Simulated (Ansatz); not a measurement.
# Ti2O: uniaxial strain along c

A series on Ti2O: uniaxial strain along c, -3 to +3 %; the lengths of a and b and the atoms relax, the angles are held. Wanted: energy, stress and any gap along the series.

Method: DFT r2SCAN, scalar-relativistic, plane waves, PAW, in Ansatz 0.2.0.

3 further runs of the same task are left out: 3 set aside as unsound or not needed.

## (1) The structure to begin with

The structure is trigonal, space group P-3m1 (No. 164). Conventional cell: a = 2.951 Å, b = 2.951 Å, c = 4.814 Å, α = 90.00°, β = 90.00°, γ = 120.00°. Around Ti (site symmetry 3m) lie 3 O at 2.14 Å. Around O (site symmetry -3m) lie 6 Ti at 2.14 Å.

As a file:

```xyz
3
Lattice="2.9514 0.0000 0.0000 -1.4757 2.5560 0.0000 0.0000 0.0000 4.8140" Properties=species:S:1:pos:R:3 pbc="T T T"
Ti    1.4757    0.8520    1.2944
Ti    0.0000    1.7040    3.5196
O     0.0000    0.0000    0.0000
```

This cell was relaxed beforehand with the same method: volume 12.11 Å³/atom, gap on the mesh none (metal).

## (2) Reference cell for the strains

Contents of input.yaml:

```yaml
crystal:
  lattice:
    - [2.9514347701, 0.0, 0.0]
    - [-1.4757173851, 2.5560174885, 0.0]
    - [0.0, 0.0, 4.8140044545]
  atoms:
    - { symbol: Ti, position: [0.6666666667, 0.3333333333, 0.2688898702] }
    - { symbol: Ti, position: [0.3333333333, 0.6666666667, 0.7311101298] }
    - { symbol: O, position: [0.0, 0.0, 0.0] }
basis:
  ecutwfc: 500
kpoints:
  mp_grid: { grid: [24, 24, 12] }
hamiltonian:
  xc: r2scan
scf:
  occupations: { method: gaussian, width: 0.1 }
output:
  forces: true
  stress: true
  eigenvalues: true
```

Run with:

```bash
> ansatz run input.yaml --threads 1 --pin off --max-ram 2560MiB --backend cpu --events-out ev --progress --plain --runs-dir out
```

Further runs follow: strain -1.0 %; strain +1.0 %; the cell strained by -2.0 %; strain +2.0 %; At -3.0 %; strain +3.0 %.

What does the calculation give? Wanted: (1/V) d²E/dε², innermost pair; strain of the free axis a per applied strain.

**Answer**, as computed:

| quantity | value |
| --- | --- |
| largest energy cost | 1.4 meV/atom at +1.0 % |
| (1/V) d²E/dε², innermost pair | 320 GPa |
| strain of the free axis a per applied strain | -0.25 |

In words: The pair at ±1.0 % gives a curvature of 320 GPa, a rough value of Young's modulus along c, angles held; so few points cannot test it. On this cell's mesh the unstrained reference holds a stress of up to 0.13 GPa. The free axis a moves against the applied strain (factor -0.25). The final runs have no spin polarisation, so no magnetic state was tried and one may lie lower.
